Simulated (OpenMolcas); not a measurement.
# Co²⁺ among point charges: CASSCF and CASPT2 levels and susceptibility

How does a field of 6 point charges split the states of Co²⁺, and what χT follows?

Program: OpenMolcas 26.06. Level of theory: state-averaged CASSCF and CASPT2, spin-orbit coupling by RASSI with atomic mean-field integrals. These are calculated values, not measurements, unless marked.

## Step 1: What is computed

* Species: Co²⁺ (cobalt, Z = 27, 25 electrons)
* Basis: ANO-RCC-VDZP [5s4p2d1f], 34 functions
* Scalar Hamiltonian: DKH2, point nucleus
* Inactive shells: 1s 2s 2p 3s 3p
* Active space: 7 electrons in 5 orbitals (3d)
* Some configurations of this space: 3d7
* Orbitals: optimised for each spin and parity, averaged over all roots

Outer shells as boxes (Hund's rule):

3d7
```
3d [↑↓][↑↓][↑ ][↑ ][↑ ]
```

The ion sits among 6 point charges of -2 e arranged as an octahedron (Oh), 1.91 Å from the ion.

Each step is its own input file, run in one work folder so that later steps find the files of earlier ones. Labels, J, g values, rates, χT and fits are worked out afterwards by a script from the matrices that RASSI stores. The input lists half of the charges; inversion (Group=XYZ) makes the rest.

## Step 2: Basis and integrals

Input file a.inp:

```
&GATEWAY
Coord
1

Co 0.0 0.0 0.0
Basis=ANO-RCC-VDZP
Group=XYZ
NoMove
AngMom=0.0 0.0 0.0
AMFI
XField
3 Angstrom 0
1.910000 0.000000 0.000000 -2.000000
0.000000 1.910000 0.000000 -2.000000
0.000000 0.000000 1.910000 -2.000000
&SEWARD
```

The run is started by

```
> OMP_NUM_THREADS=1 MOLCAS_MEM=1689 MOLCAS_PROJECT=a pymolcas a.inp > a.log
```

Log:

```text
Basis set label: CO.ANO-RCC...5S4P2D1F.

      Electronic valence basis set:
      ------------------
      Associated Effective Charge  27.000000 au
      Associated Actual Charge     27.000000 au
      Nuclear Model: Point charge

      Shell  nPrim  nBasis  Cartesian Spherical Contaminant
         s      21       5        X
         p      15       4        X
         d      10       2                 X
         f       6       1                 X
                  Relativistic Douglas-Kroll-Hess integrals:
                    - DKH order of Hamiltonian: 2
                    - DKH order of Properties : 0
                  Atomic mean-field integrals
```

## Step 3: CASSCF: quartets of even parity, 10 roots

Input file a.inp:

```
&RASSCF
FileOrb=start.orb
Symmetry=1
Spin=4
nActEl=7 0 0
Inactive=3 6
Ras2=5 0
CIRoot=10 10 1
SDav=10
CIMx=300
Iter=120 100
PrWF=0.3
OrbListing=Nothing
MaxOrb=0
>>> COPY $Project.JobIph JOB001
```

start.orb holds the contracted functions of the basis, ordered by shell, or the orbitals of the step before.

Log, cut to the lines that bear on the results:

```text
[...]
      Number of active orbitals                  5
[...]
      Spin quantum number                      1.5
[...]
      Active orbitals                            5   0
[...]
      Number of CSFs                            10
      Number of root(s) required                10
[...]
      Convergence after 10 iterations
[...]
      Natural orbitals and occupation numbers for root  1
      sym 1:   1.900074   1.099926   1.900074   1.099926   1.000000
      Natural orbitals and occupation numbers for root  2
      sym 1:   1.899734   1.899734   1.100266   1.100266   1.000000
      Natural orbitals and occupation numbers for root  3
      sym 1:   1.114113   1.885887   1.000000   1.885887   1.114113
::    RASSCF root number  1 Total energy:  -1397.68951453
::    RASSCF root number  2 Total energy:  -1397.68951453
::    RASSCF root number  3 Total energy:  -1397.68951453
[...]
::    RASSCF root number  7 Total energy:  -1397.63443344
::    RASSCF root number  8 Total energy:  -1397.58530034
::    RASSCF root number  9 Total energy:  -1397.58530034
::    RASSCF root number 10 Total energy:  -1397.58530034
```

## Step 4: CASSCF: doublets of even parity, 40 roots

Input file a.inp:

```
&RASSCF
FileOrb=start.orb
Symmetry=1
Spin=2
nActEl=7 0 0
Inactive=3 6
Ras2=5 0
CIRoot=40 40 1
SDav=40
CIMx=300
Iter=120 100
PrWF=0.3
OrbListing=Nothing
MaxOrb=0
>>> COPY $Project.JobIph JOB002
```

Log, cut to the lines that bear on the results:

```text
[...]
      Number of active orbitals                  5
[...]
      Spin quantum number                      0.5
[...]
      Active orbitals                            5   0
[...]
      Number of CSFs                            40
      Number of root(s) required                40
[...]
      Convergence after  7 iterations
[...]
      Natural orbitals and occupation numbers for root  1
      sym 1:   1.032592   1.898153   1.898505   1.939790   0.230959
      Natural orbitals and occupation numbers for root  2
      sym 1:   0.230959   1.925794   1.926146   1.884509   1.032592
      Natural orbitals and occupation numbers for root  3
      sym 1:   1.127137   1.872862   1.872862   1.093310   1.033828
::    RASSCF root number  1 Total energy:  -1397.61309279
::    RASSCF root number  2 Total energy:  -1397.61309279
::    RASSCF root number  3 Total energy:  -1397.59708753
[...]
::    RASSCF root number 27 Total energy:  -1397.53695092
::    RASSCF root number 28 Total energy:  -1397.53695092
::    RASSCF root number 29 Total energy:  -1397.47589020
::    RASSCF root number 30 Total energy:  -1397.47589020
```

## Step 5: State interaction with spin-orbit coupling

Input file a.inp:

```
&RASSI
NrOfJobIphs=2 10 40
1 2 3 4 5 6 7 8 9 10
1 2 3 4 5 6 7 8 9 10 11 12 13 14 15 16 17 18 19 20 21 22 23 24 25 26 27
28 29 30 31 32 33 34 35 36 37 38 39 40
IphNames
JOB001
JOB002
EJob
SpinOrbit
DIPRint=1.0
SOCoupling=1000.0
Subsets=2
Property=9
'ANGMOM' 1 'ANGMOM' 2 'ANGMOM' 3 'MLTPL  1' 1 'MLTPL  1' 2 'MLTPL  1' 3
'AMFI' 1 'AMFI' 2 'AMFI' 3
SOProperty=3
'ANGMOM' 1 'ANGMOM' 2 'ANGMOM' 3
```

Log:

```text
SPIN-FREE ENERGIES:
  (Shifted by EMIN (a.u.) =      -1397.6895145328)

 SF State       Relative EMIN(au)   Rel lowest level(eV)    D:o, cm**(-1)      L_eff

     1             0.0000000000        0.0000000000              0.0000         3.0
     2             0.0000000000        0.0000000000              0.0000         3.0
     3             0.0000000000        0.0000000000              0.0000         3.0
     4             0.0248236559        0.6754860886           5448.1627         3.0
     5             0.0248236559        0.6754860886           5448.1627         3.0
     6             0.0248236559        0.6754860886           5448.1627         3.0
     7             0.0550810976        1.4988330221          12088.9036         3.0
    11             0.0764217401        2.0795414881          16772.6332         4.0
    12             0.0764217401        2.0795414881          16772.6332         4.0
    13             0.0924270055        2.5150669463          20285.3830         4.2
    14             0.0924270061        2.5150669625          20285.3831         4.2
    15             0.0924270061        2.5150669625          20285.3831         4.2
    16             0.0945879367        2.5738688798          20759.6525         3.9
    17             0.0945879373        2.5738688961          20759.6527         3.9
    18             0.0945879373        2.5738688961          20759.6527         3.9
    10             0.1042141898        2.8358125707          22872.3709         1.0
     8             0.1042141898        2.8358125707          22872.3709         1.0
     9             0.1042141898        2.8358125707          22872.3709         1.0
    19             0.1068539993        2.9076454457          23451.7421         4.0
    20             0.1199392503        3.2637132655          26323.6227         2.8
    21             0.1199392508        3.2637132803          26323.6229         2.8
    22             0.1199392508        3.2637132803          26323.6229         2.8
    23             0.1294811013        3.5233602593          28417.8170         4.8
    24             0.1294811013        3.5233602593          28417.8170         4.8
    25             0.1294811013        3.5233602593          28417.8170         4.8
    26             0.1298844038        3.5343346783          28506.3316         4.5
    27             0.1298844042        3.5343346914          28506.3317         4.5
    28             0.1298844042        3.5343346914          28506.3317         4.5
    29             0.1379068598        3.7526368273          30267.0572         4.3
    30             0.1379068604        3.7526368442          30267.0573         4.3
    31             0.1513771079        4.1191809517          33223.4350         3.1
    32             0.1513771079        4.1191809517          33223.4350         3.1
    33             0.1515673519        4.1243577540          33265.1887         3.0
    34             0.1515673519        4.1243577540          33265.1887         3.0
    35             0.1515673527        4.1243577778          33265.1889         3.0
    36             0.1525636130        4.1514674008          33483.8427         4.2
    37             0.1525636140        4.1514674280          33483.8429         4.2
    38             0.1525636140        4.1514674280          33483.8429         4.2
    39             0.2136243317        5.8130142008          46885.1214         3.0
    40             0.2136243322        5.8130142146          46885.1216         3.0
Eigenvalues of complex Hamiltonian:
   -----------------------------------
  (Shifted by EMIN (a.u.) =      -1397.6895145328)

 SO State       Relative EMIN(au)   Rel lowest level(eV)    D:o, cm**(-1)     J-value

     1            -0.0031975883        0.0000000000              0.0000         3.5
     2            -0.0031975883        0.0000000000              0.0000         3.5
     3            -0.0015617828        0.0445125364            359.0178         3.4
     4            -0.0015617828        0.0445125364            359.0178         2.9
     5            -0.0015617828        0.0445125364            359.0178         3.1
     6            -0.0015617828        0.0445125364            359.0178         3.2
     7             0.0011495806        0.1182924925            954.0933         2.5
     8             0.0011495806        0.1182924925            954.0933         2.5
     9             0.0011495806        0.1182924925            954.0933         2.6
    10             0.0011495806        0.1182924925            954.0933         2.6
    11             0.0016515392        0.1319514815           1064.2605         2.3
    12             0.0016515392        0.1319514815           1064.2605         2.3
    13             0.0242154363        0.7459464031           6016.4635         2.9
    14             0.0242154363        0.7459464031           6016.4635         2.9
    15             0.0245136940        0.7540624073           6081.9235         2.6
    16             0.0245136940        0.7540624073           6081.9235         2.9
    17             0.0245136940        0.7540624073           6081.9235         2.6
    18             0.0245136940        0.7540624073           6081.9235         2.9
    19             0.0249349996        0.7655267153           6174.3894         2.8
    20             0.0249349996        0.7655267153           6174.3894         2.8
    21             0.0249349996        0.7655267153           6174.3894         2.6
    22             0.0249349996        0.7655267153           6174.3894         2.6
    23             0.0258096927        0.7893283273           6366.3623         2.5
    24             0.0258096927        0.7893283273           6366.3623         2.5
    25             0.0552502363        1.5904463312          12827.8148         2.5
    26             0.0552502363        1.5904463312          12827.8148         2.7
    27             0.0552502363        1.5904463312          12827.8148         2.7
    28             0.0552502363        1.5904463312          12827.8148         2.5
    29             0.0761126238        2.1581408161          17406.5796         3.6
    30             0.0761126238        2.1581408161          17406.5796         3.6
    31             0.0761126238        2.1581408163          17406.5796         3.0
    32             0.0761126238        2.1581408163          17406.5796         3.0
    33             0.0909930973        2.5630591283          20672.4660         4.2
    34             0.0909930973        2.5630591283          20672.4660         4.2
    35             0.0909930976        2.5630591347          20672.4661         3.0
    36             0.0909930976        2.5630591347          20672.4661         3.0
    37             0.0935551531        2.6327762166          21234.7723         3.5
    38             0.0935551531        2.6327762166          21234.7723         3.5
    39             0.0946572552        2.6627659449          21476.6557         2.8
    40             0.0946572552        2.6627659449          21476.6557         2.8
    41             0.0946572554        2.6627659500          21476.6558         3.4
Weights of the five most important spin-orbit-free states for each spin-orbit state.

 SO State  Total energy (au)           Spin-free states, spin, and weights
 -------------------------------------------------------------------------------------------------------
    1        -0.003198       1 1.5  0.3320    2 1.5  0.3320    3 1.5  0.3320    6 1.5  0.0009    5 1.5  0.0009
    2        -0.003198       1 1.5  0.3320    2 1.5  0.3320    3 1.5  0.3320    6 1.5  0.0009    5 1.5  0.0009
    3        -0.001562       3 1.5  0.4746    2 1.5  0.4250    1 1.5  0.0891    4 1.5  0.0037    5 1.5  0.0032
    4        -0.001562       2 1.5  0.5724    1 1.5  0.2111    3 1.5  0.2052    5 1.5  0.0035    6 1.5  0.0034
    5        -0.001562       1 1.5  0.5193    3 1.5  0.3039    2 1.5  0.1656    6 1.5  0.0034    5 1.5  0.0033
    6        -0.001562       1 1.5  0.4988    3 1.5  0.3346    2 1.5  0.1553    6 1.5  0.0034    4 1.5  0.0033
    7         0.001150       3 1.5  0.5590    2 1.5  0.2121    1 1.5  0.2079    5 1.5  0.0084    6 1.5  0.0084
    8         0.001150       3 1.5  0.5517    1 1.5  0.2548    2 1.5  0.1725    6 1.5  0.0087    5 1.5  0.0080
    9         0.001150       1 1.5  0.4448    2 1.5  0.4405    3 1.5  0.0937    4 1.5  0.0105    6 1.5  0.0043
   10         0.001150       2 1.5  0.4802    1 1.5  0.3978    3 1.5  0.1009    4 1.5  0.0103    5 1.5  0.0047
   11         0.001652       3 1.5  0.3321    2 1.5  0.3321    1 1.5  0.3321    6 1.5  0.0011    5 1.5  0.0011
   12         0.001652       2 1.5  0.3321    1 1.5  0.3321    3 1.5  0.3321    5 1.5  0.0011    6 1.5  0.0011
```

These steps: 8.6 s of run time, 1 thread, shared host.

Spin-free states, with their symmetry labels:

| state | degeneracy | E (cm-1) | free-ion L (%) |
| --- | --- | --- | --- |
| 4T1 | 3 | 0 | F (99) |
| 4T2 | 3 | 5448 | F (100) |
| 4A2 | 1 | 12089 | F (100) |
| 2E | 2 | 16773 | G (61) |
| 2T1 | 3 | 20285 | G (74) |
| 2T2 | 3 | 20760 | G (89) |
| 4T1 | 3 | 22872 | P (99) |
| 2A1 | 1 | 23452 | G (100) |
| 2T1 | 3 | 26324 | P (68) |
| 2T1 | 3 | 28418 | H (82) |
| 2T2 | 3 | 28506 | H (71) |
| 2E | 2 | 30267 | H (67) |
| 2E | 2 | 33223 | D (58) |
| 2T2 | 3 | 33265 | D (73) |
| 2T1 | 3 | 33484 | H (63) |
| 2T2 | 3 | 46885 | F (98) |
| 2T1 | 3 | 47294 | F (95) |
| 2A2 | 1 | 47981 | F (100) |
| 2E | 2 | 71568 | D (100) |
| 2T2 | 3 | 72171 | D (98) |

With spin-orbit coupling:

| E (cm-1) | Degeneracy | Label | 2S+1 | g |
| --- | --- | --- | --- | --- |
| 0.0 | 2 | Γ6 | 4 | 4.53 4.53 4.53 |
| 359.0 | 4 | Γ8 | 4 |  |
| 954.1 | 4 | Γ8 | 4 |  |
| 1064 | 2 | Γ7 | 4 | 0.76 0.76 0.76 |
| 6016 | 2 | Γ6 | 4 | 2.55 2.55 2.55 |
| 6082 | 4 | Γ8 | 4 |  |
| 6174 | 4 | Γ8 | 4 |  |
| 6366 | 2 | Γ7 | 4 | 2.74 2.74 2.74 |
| 12828 | 4 | Γ8 | 4 |  |
| 17407 | 4 | Γ8 | 2 |  |
| 20672 | 4 | Γ8 | 2 |  |
| 21235 | 2 | Γ6 | 2 | 0.44 0.44 0.44 |
| 21477 | 4 | Γ8 | 2 |  |
| 21810 | 2 | Γ7 | 2 | 1.93 1.93 1.93 |
| 23287 | 2 | Γ7 | 4 | 2.60 2.60 2.60 |
| 23290 | 4 | Γ8 | 4 |  |
| 23481 | 4 | Γ8 | 4 |  |
| 23906 | 2 | Γ6 | 4 | 2.65 2.65 2.65 |
| 24094 | 2 | Γ6 | 2 | 1.83 1.83 1.83 |
| 26971 | 4 | Γ8 | 2 |  |
| 27501 | 2 | Γ6 | 2 | 1.43 1.43 1.43 |
| 28991 | 2 | Γ7 | 2 | 2.94 2.94 2.94 |
| 28993 | 2 | Γ6 | 2 | 3.01 3.01 3.01 |
| 29120 | 4 | Γ8 | 2 |  |

Principal g values are given for doublets only; a zero marks a field direction without first-order Zeeman splitting.

Powder χT (cm³ K/mol): 1.94 at 2 K, 1.98 at 5 K, 2.03 at 10 K, 2.13 at 20 K, 2.45 at 50 K, 2.94 at 100 K, 3.31 at 150 K, 3.54 at 200 K, 3.66 at 250 K, 3.73 at 300 K.

A ligand-field fit to the states below 45000 cm-1 gives 10Dq = 5836 cm-1, B = 1230 cm-1 and C = 4516 cm-1 (C/B = 3.67), with a deviation of 265 cm-1.

Orbitals of the lowest block (energies include the constant potential of the surroundings):

| shell | space | energy (hartree) | mean occupation | ⟨r²⟩ (bohr²) |
| --- | --- | --- | --- | --- |
| 1s | inactive | -283.1564 | 2.000 | 0.00421 |
| 2s | inactive | -32.8521 | 2.000 | 0.0761 |
| 2p | inactive | -27.6250 | 6.000 | 0.0618 |
| 3s | inactive | -2.0272 | 2.000 | 0.692 |
| 3p | inactive | -0.4387 | 6.000 | 0.789 |
| 3d | RAS2 |  | 7.000 | 1.40 |

## Step 6: CASPT2: IPEA 0.25, imaginary shift 0.1 (closed shells correlated: 3s 3p)

Input file a.inp:

```
>>> COPY JOB001 $Project.JobIph
&CASPT2
Multistate=10 1 2 3 4 5 6 7 8 9 10
NoMult
Frozen=2 3
IPEA=0.25
Imaginary=0.1
MaxIter=60
WThr=0.0 0.3 0.05
PrWF=0.5
NoMix
>>> COPY JOB002 $Project.JobIph
&CASPT2
Multistate=40 1 2 3 4 5 6 7 8 9 10 11 12 13 14 15 16 17 18 19 20 21 22
23 24 25 26 27 28 29 30 31 32 33 34 35 36 37 38 39 40
NoMult
Frozen=2 3
IPEA=0.25
Imaginary=0.1
MaxIter=60
WThr=0.0 0.3 0.05
PrWF=0.5
NoMix
```

Log, cut to the lines that bear on the results:

```text
[...]
      Active orbitals                            5   0
[...]
      E2 (Variational):          -0.4014538384
      Total energy:           -1398.0909683712
[...]
::    CASPT2 Root  1     Total energy:  -1398.09096837
::    CASPT2 Root  2     Total energy:  -1398.09097474
[...]
::    CASPT2 Root 27     Total energy:  -1397.93957112
::    CASPT2 Root 28     Total energy:  -1397.93957111
::    CASPT2 Root 29     Total energy:  -1397.89800458
::    CASPT2 Root 30     Total energy:  -1397.89768397
```

This run took 2.6 s in all on 1 thread, shared host.

SS-CASPT2: lowest energy less the reference's lowest, -0.4015 hartree; reference weights 0.928 to 0.939.

States without spin-orbit coupling:

| state | degeneracy | E (cm-1) | free-ion L (%) |
| --- | --- | --- | --- |
| 4T1 | 3 | 0 | F (99) |
| 4T2 | 3 | 6655 | F (100) |
| 4A2 | 1 | 15056 | F (100) |
| 2E | 2 | 15566 | G (61) |
| 2T1 | 3 | 18788 | G (74) |
| 2T2 | 3 | 19407 | G (89) |
| 4T1 | 3 | 21284 | P (99) |
| 2A1 | 1 | 22323 | G (100) |
| 2T1 | 3 | 22589 | P (68) |
| 2T2 | 3 | 26898 | H (71) |
| 2T1 | 3 | 27662 | H (82) |
| 2E | 2 | 29145 | H (67) |
| 2T2 | 3 | 31603 | D (73) |
| 2E | 2 | 32381 | D (58) |
| 2T1 | 3 | 33246 | H (63) |
| 2T2 | 3 | 42419 | F (98) |
| 2T1 | 3 | 43401 | F (95) |
| 2A2 | 1 | 43904 | F (100) |
| 2E | 2 | 64754 | D (100) |
| 2T2 | 3 | 65040 | D (98) |

With spin-orbit coupling:

```csv
E (cm-1),Degeneracy,Label,2S+1,g
0,2,Γ6,4,4.50 4.50 4.50
370,4,Γ8,4,
970,4,Γ8,4,
1070,2,Γ7,4,0.81 0.81 0.81
7220,2,Γ6,4,2.51 2.51 2.51
7270,4,Γ8,4,
7370,4,Γ8,4,
7570,2,Γ7,4,2.79 2.79 2.79
15760,4,Γ8,4,
16200,4,Γ8,2,
19200,4,Γ8,2,
19740,2,Γ6,2,0.47 0.47 0.47
20110,4,Γ8,2,
20460,2,Γ7,2,1.91 1.91 1.91
21610,4,Γ8,4,
21700,2,Γ7,4,2.58 2.58 2.58
21700,4,Γ8,4,
22190,2,Γ6,4,2.46 2.46 2.46
22850,2,Γ6,2,1.85 1.85 1.85
23590,4,Γ8,2,
24010,2,Γ6,2,1.62 1.62 1.62
27380,2,Γ7,2,2.93 2.93 2.93
27800,4,Γ8,2,
28240,2,Γ6,2,3.01 3.01 3.01
```

Powder χT (cm³ K/mol): 1.92 at 2 K, 1.95 at 5 K, 2.00 at 10 K, 2.10 at 20 K, 2.40 at 50 K, 2.89 at 100 K, 3.25 at 150 K, 3.47 at 200 K, 3.60 at 250 K, 3.66 at 300 K.

A ligand-field fit to the states below 45000 cm-1 gives 10Dq = 6806 cm-1, B = 1035 cm-1 and C = 4221 cm-1 (C/B = 4.08), with a deviation of 653 cm-1.

## Step 7: The methods side by side

A. CASSCF
B. SS-CASPT2, IPEA 0.25, imaginary shift 0.1 (closed shells correlated: 3s 3p)

| method | ground state | first state of that spin (cm-1) | first gap with spin-orbit (cm-1) | χT at 300 K |
| --- | --- | --- | --- | --- |
| A | 4T1 | 4T2 5448 | 359.0 | 3.73 |
| B | 4T1 | 4T2 6655 | 366.1 | 3.66 |

## Step 8: What came out

```
                                            quantity                                                                        value
                                              method  SS-CASPT2, IPEA 0.25, imaginary shift 0.1 (closed shells correlated: 3s 3p)
                              spin-free ground state                                              4T1, 3-fold in its orbital part
first state of the same spin within the active space                                                             4T2 at 6650 cm⁻¹
                                        lowest level                                              2-fold Γ6, g = 4.50, 4.50, 4.50
                                          next level                                                                   366.1 cm⁻¹
                                         χT at 300 K                                                               3.66 cm³ K/mol
                           effective moment at 300 K                                                                      5.41 μB
```

Cost by method:

| method | time of its own steps | time with the reference |
| --- | --- | --- |
| A. CASSCF | 8.6 s | 8.6 s |
| B. SS-CASPT2, IPEA 0.25, imaginary shift 0.1, +3s 3p | 2.6 s | 11 s |

Times are of one thread on a shared host.

In words: The spin-free ground state (4T1) comes to 99 % from free-ion F terms and keeps the highest spin of the shell. χT at 300 K is 3.66, against 1.88 cm³ K/mol for the spin alone, so orbital moment adds to it. An active space of the d shell alone favours high spin; real ions in strong fields can be low spin. A ligand-field fit to the states below 45000 cm-1 gives 10Dq = 6806 cm-1, B = 1035 cm-1 and C = 4221 cm-1 (C/B = 4.08), with a deviation of 653 cm-1. CASPT2 does not keep the components of a term degenerate, and the means are used. The field of point charges can differ much from that of real complexes. With metal d orbitals alone active, the gaps between spin states are rough; where two lie within a few thousand cm-1, their order is open. This is an electrostatic model: the charges have no orbitals.
